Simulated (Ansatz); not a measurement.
# SeW: the cost of one run

Program: Ansatz 0.2.0. Level of theory: the levels named in each step. These are calculated values, not measurements.

### 1 Starting point

Bond lengths: Se1–W2 2.249 Å.

Coordinates:

```xyz
2

Se    0.0000    0.0000    0.0000
W     0.0000    0.0000    2.2493
```

### 2 A rough first relaxation, PBE-D4/def2-SVP

The input, input.yaml:

```yaml
crystal:
  periodic: [false, false, false]
  atoms:
    - { symbol: Se, position_ang: [0.0, 0.0, 0.0] }
    - { symbol: W, position_ang: [0.0, 0.0, 2.24926] }
basis:
  gaussian: { orbitals: def2-SVP }
hamiltonian:
  xc: pbe
  dispersion: d4
relax:
  f_tol: 0.03
  max_steps: 200
```

On the command line:

```console
> ansatz run input.yaml --threads 2 --pin off --max-ram 5120MiB --backend cpu --events-out ev --progress --plain --runs-dir out
```

**Question.** How long does this run take on 2 threads of Intel Xeon Platinum 8259CL at 2.50GHz (Skylake/Cascade Lake), shared host, and how much memory does it need?

About 9.2 s, with a peak of 0.14 GiB.
